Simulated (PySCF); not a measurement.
# GeHCl2OF (SMILES [OH][Ge]([F])([Cl])[Cl]): MP2/def2-SVPD

Aim: the vertical ionisation energy of GeHCl2OF at MP2/def2-SVPD, from 2 runs. Input form: a Python script.

The calculation is run with PySCF 2.14.0.

### 1 The system as given

The species is GeHCl2OF (6 atoms), meant as a singlet with charge 0. SMILES: `[OH][Ge]([F])([Cl])[Cl]`. Geometry: relaxed at PBE0-D4/def2-TZVP. This is one conformer, not always the lowest.

Bond lengths: O1–Ge2 1.741 Å, Ge2–F3 1.716 Å, Ge2–Cl4 2.116 Å, Ge2–Cl5 2.100 Å, O1–H6 0.962 Å. Angles: O1–Ge2–F3 109.6°, O1–Ge2–Cl4 112.3°, O1–Ge2–Cl5 108.0°, F3–Ge2–Cl4 106.2°, F3–Ge2–Cl5 108.4°, Cl4–Ge2–Cl5 112.3°, Ge2–O1–H6 113.0°.

### 2 A single-point energy at MP2/def2-SVPD

job.py

```python
from pyscf import gto, scf, mp

molecule = gto.M(
    atom='''
O   -0.615400   0.491600   1.191400
Ge   0.197500   0.033600  -0.278000
F    1.721400  -0.658400   0.099100
Cl  -0.869000  -1.440300  -1.358000
Cl   0.521500   1.773100  -1.408100
H   -0.913900  -0.263600   1.707500
''',
    spin=0,
    basis='def2-svpd',
    verbose=4,
    max_memory=1860,
)

hf = scf.RHF(molecule)
hf.conv_tol = 1e-10
hf.kernel()
if not hf.converged:
    hf = hf.newton().run(hf.mo_coeff, hf.mo_occ)

pt = mp.MP2(hf, frozen=21).run()
e_tot = pt.e_tot
print(f'total energy: {e_tot:.8f} hartree')
```

Command:

```bash
OMP_NUM_THREADS=1 python job.py
```

Standard output:

```text
PySCF version 2.14.0

[INPUT] num. atoms = 6
[INPUT] num. electrons = 84
[INPUT] charge = 0
[INPUT] spin (= nelec alpha-beta = 2S) = 0
[INPUT] symmetry False subgroup None
[INPUT] Mole.unit = angstrom
[INPUT] Symbol           X                Y                Z      unit          X                Y                Z       unit  Magmom
[INPUT]  1 O     -0.615400000000   0.491600000000   1.191400000000 AA   -1.162937457057   0.928989362836   2.251419704807 Bohr   0.0
[INPUT]  2 Ge     0.197500000000   0.033600000000  -0.278000000000 AA    0.373220909602   0.063494797785  -0.525343862629 Bohr   0.0
[INPUT]  3 F      1.721400000000  -0.658400000000   0.099100000000 AA    3.252974550826  -1.244195680414   0.187271858944 Bohr   0.0
[INPUT]  4 Cl    -0.869000000000  -1.440300000000  -1.358000000000 AA   -1.642172002247  -2.721772537211  -2.566248077159 Bohr   0.0
[INPUT]  5 Cl     0.521500000000   1.773100000000  -1.408100000000 AA    0.985492173961   3.350673391466  -2.660923356000 Bohr   0.0
[INPUT]  6 H     -0.913900000000  -0.263600000000   1.707500000000 AA   -1.727020705240  -0.498131806435   3.226707357695 Bohr   0.0

nuclear repulsion = 613.297891687476
number of shells = 58
number of NR pGTOs = 246
number of NR cGTOs = 146
basis = def2-svpd
ecp = {}

******** <class 'pyscf.scf.hf.RHF'> ********
method = RHF
initial guess = minao
damping factor = 0
level_shift factor = 0
DIIS = <class 'pyscf.scf.diis.CDIIS'>
diis_start_cycle = 1
diis_space = 8
diis_damp = 0
SCF conv_tol = 1e-10
SCF conv_tol_grad = None
SCF max_cycles = 50
direct_scf = True
direct_scf_tol = 1e-13
Set gradient conv threshold to 1e-05
Initial guess from minao.
init E= -3168.39676742245
  HOMO = -0.444244392608497  LUMO = -0.024771137680923  gap/eV = 11.41445
cycle= 1 E= -3168.62173433964  delta_E= -0.225  |g|= 0.742  |ddm|= 3.13
  HOMO = -0.503374227164689  LUMO = 0.0254021289351618  gap/eV = 14.38874
cycle= 2 E= -3168.69912760455  delta_E= -0.0774  |g|= 0.487  |ddm|= 1.44
  HOMO = -0.492070986125359  LUMO = 0.0455492302528748  gap/eV = 14.62939
cycle= 3 E= -3168.73859050384  delta_E= -0.0395  |g|= 0.0481  |ddm|= 0.466
  HOMO = -0.489961973043044  LUMO = 0.0505642424781918  gap/eV = 14.70847
cycle= 4 E= -3168.73922007974  delta_E= -0.00063  |g|= 0.014  |ddm|= 0.0907
  HOMO = -0.489421449959743  LUMO = 0.0504451142529936  gap/eV = 14.69052
cycle= 5 E= -3168.73929898942  delta_E= -7.89e-05  |g|= 0.0035  |ddm|= 0.036
  HOMO = -0.489686622656544  LUMO = 0.0505529861773999  gap/eV = 14.70067
cycle= 6 E= -3168.7393046841  delta_E= -5.69e-06  |g|= 0.00127  |ddm|= 0.007
  HOMO = -0.48966578376284  LUMO = 0.0505243114410385  gap/eV = 14.69932
cycle= 7 E= -3168.73930540512  delta_E= -7.21e-07  |g|= 0.000461  |ddm|= 0.00237
  HOMO = -0.489668618411625  LUMO = 0.0505314321979808  gap/eV = 14.69959
cycle= 8 E= -3168.7393054947  delta_E= -8.96e-08  |g|= 0.000108  |ddm|= 0.000823
  HOMO = -0.489675228884728  LUMO = 0.0505308512043579  gap/eV = 14.69976
cycle= 9 E= -3168.739305502  delta_E= -7.3e-09  |g|= 4.1e-05  |ddm|= 0.000311
  HOMO = -0.489673913470343  LUMO = 0.0505308066721222  gap/eV = 14.69972
cycle= 10 E= -3168.73930550245  delta_E= -4.53e-10  |g|= 1.21e-05  |ddm|= 5e-05
  HOMO = -0.489673302401054  LUMO = 0.0505312019948976  gap/eV = 14.69971
cycle= 11 E= -3168.73930550252  delta_E= -6.64e-11  |g|= 2.86e-06  |ddm|= 2.66e-05
  HOMO = -0.489673608981174  LUMO = 0.0505311204037246  gap/eV = 14.69972
Extra cycle  E= -3168.73930550251  delta_E= 9.09e-12  |g|= 1.37e-06  |ddm|= 6.01e-06
converged SCF energy = -3168.73930550251

******** <class 'pyscf.mp.mp2.RMP2'> ********
nocc = 21, nmo = 125
frozen orbitals 21
E(RMP2) = -3169.64886052048  E_corr = -0.909555017967847
E(SCS-RMP2) = -3169.60244949785  E_corr = -0.863143995339715
E_corr(same-spin) = -0.263448491794271
E_corr(oppo-spin) = -0.646106526173576
total energy: -3169.64886052 hartree
```

Run time: 8.4 s. Hardware: 1 thread of Arm Neoverse V2, shared host; peak memory 0.76 GiB.

### 3 The doublet cation, same level

calc.py

```python
from pyscf import gto, scf, mp

mol = gto.M(
    atom='''
O     -0.615400     0.491600     1.191400
Ge     0.197500     0.033600    -0.278000
F      1.721400    -0.658400     0.099100
Cl    -0.869000    -1.440300    -1.358000
Cl     0.521500     1.773100    -1.408100
H     -0.913900    -0.263600     1.707500
''',
    spin=1,
    verbose=4,
    charge=1,
    basis='def2-svpd',
    max_memory=1860,
)

myscf = scf.UHF(mol)
myscf.conv_tol = 1e-10
myscf.kernel()
if not myscf.converged:
    myscf = myscf.newton().run(myscf.mo_coeff, myscf.mo_occ)

pt = mp.MP2(myscf, frozen=21).run()
e_final = pt.e_tot
print(f'total energy: {e_final:.8f} hartree')
```

Command:

```bash
OMP_NUM_THREADS=1 python calc.py
```

Standard output:

```text
PySCF version 2.14.0

[INPUT] num. atoms = 6
[INPUT] num. electrons = 83
[INPUT] charge = 1
[INPUT] spin (= nelec alpha-beta = 2S) = 1
[INPUT] symmetry False subgroup None
[INPUT] Mole.unit = angstrom
[INPUT] Symbol           X                Y                Z      unit          X                Y                Z       unit  Magmom
[INPUT]  1 O     -0.615400000000   0.491600000000   1.191400000000 AA   -1.162937457057   0.928989362836   2.251419704807 Bohr   0.0
[INPUT]  2 Ge     0.197500000000   0.033600000000  -0.278000000000 AA    0.373220909602   0.063494797785  -0.525343862629 Bohr   0.0
[INPUT]  3 F      1.721400000000  -0.658400000000   0.099100000000 AA    3.252974550826  -1.244195680414   0.187271858944 Bohr   0.0
[INPUT]  4 Cl    -0.869000000000  -1.440300000000  -1.358000000000 AA   -1.642172002247  -2.721772537211  -2.566248077159 Bohr   0.0
[INPUT]  5 Cl     0.521500000000   1.773100000000  -1.408100000000 AA    0.985492173961   3.350673391466  -2.660923356000 Bohr   0.0
[INPUT]  6 H     -0.913900000000  -0.263600000000   1.707500000000 AA   -1.727020705240  -0.498131806435   3.226707357695 Bohr   0.0

nuclear repulsion = 613.297891687476
number of shells = 58
number of NR pGTOs = 246
number of NR cGTOs = 146
basis = def2-svpd
ecp = {}

******** <class 'pyscf.scf.uhf.UHF'> ********
method = UHF
initial guess = minao
damping factor = 0
level_shift factor = 0
DIIS = <class 'pyscf.scf.diis.CDIIS'>
diis_start_cycle = 1
diis_space = 8
diis_damp = 0
SCF conv_tol = 1e-10
SCF conv_tol_grad = None
SCF max_cycles = 50
direct_scf = True
direct_scf_tol = 1e-13
number electrons alpha = 42  beta = 41
Set gradient conv threshold to 1e-05
init E= -3168.39676742244
[... the frontier-level lines of each cycle are left out ...]

[... 123 lines left out ...]
cycle= 32 E= -3168.29080770652  delta_E= -5.52e-09  |g|= 1.33e-05  |ddm|= 0.000262
cycle= 33 E= -3168.29080771089  delta_E= -4.37e-09  |g|= 8.38e-06  |ddm|= 0.000298
cycle= 34 E= -3168.2908077123  delta_E= -1.41e-09  |g|= 6.03e-06  |ddm|= 0.000154
cycle= 35 E= -3168.29080771295  delta_E= -6.44e-10  |g|= 4.47e-06  |ddm|= 0.000107
cycle= 36 E= -3168.29080771331  delta_E= -3.66e-10  |g|= 3.98e-06  |ddm|= 8.21e-05
cycle= 37 E= -3168.29080771346  delta_E= -1.47e-10  |g|= 3.66e-06  |ddm|= 3.61e-05
cycle= 38 E= -3168.29080771349  delta_E= -2.55e-11  |g|= 3.85e-06  |ddm|= 1.48e-05
Extra cycle  E= -3168.29080771357  delta_E= -8.73e-11  |g|= 4.18e-06  |ddm|= 1.17e-05
converged SCF energy = -3168.29080771357  <S^2> = 0.81442752  2S+1 = 2.0634219

******** <class 'pyscf.mp.ump2.UMP2'> ********
nocc = (np.int64(21), np.int64(20)), nmo = (125, 125)
frozen orbitals 21
E(UMP2) = -3169.18733813856  E_corr = -0.896530424982492
E(SCS-UMP2) = -3169.14113519007  E_corr = -0.850327476499659
E_corr(same-spin) = -0.26020273093769
E_corr(oppo-spin) = -0.636327694044802
total energy: -3169.18733814 hartree
```

Wall time 42 s (1 thread of Arm Neoverse V2, shared host); peak memory 1 GiB.

### 4 Results

At MP2/def2-SVPD, 21 core orbitals frozen:

| quantity | value |
| --- | --- |
| singlet GeHCl2OF: total energy | -3169.64886 Eh |
| singlet GeHCl2OF: dipole moment (Hartree–Fock density) | 1.68 D |
| singlet GeHCl2OF: HOMO energy (Hartree–Fock orbitals) | -13.32 eV |
| singlet GeHCl2OF: LUMO energy (Hartree–Fock orbitals) | 1.38 eV |
| singlet GeHCl2OF: HOMO–LUMO gap (Hartree–Fock orbitals) | 14.70 eV |
| singlet GeHCl2OF: correlation energy (21 core orbitals frozen) | -909.6 mEh |
| doublet cation: total energy | -3169.18734 Eh |
| doublet cation: HOMO energy (Hartree–Fock orbitals) (highest over α and β) | -17.56 eV |
| doublet cation: LUMO energy (Hartree–Fock orbitals) (lowest over α and β) | -11.04 eV |
| doublet cation: correlation energy (21 core orbitals frozen) | -896.5 mEh |
| doublet cation: ⟨S²⟩ of the reference determinant | 0.814 |
| vertical ionisation energy (to the doublet cation) | 12.559 eV |

What this shows: The vertical ionisation energy comes to 12.56 eV (1212 kJ/mol). Mulliken charges (singlet GeHCl2OF) of the mean-field density run from -0.95 on O1 to +2.74 on Ge2; in a basis this large or diffuse they mean little. Mulliken charges (doublet cation) of the mean-field density run from -0.92 on O1 to +2.85 on Ge2; in a basis this large or diffuse they mean little.
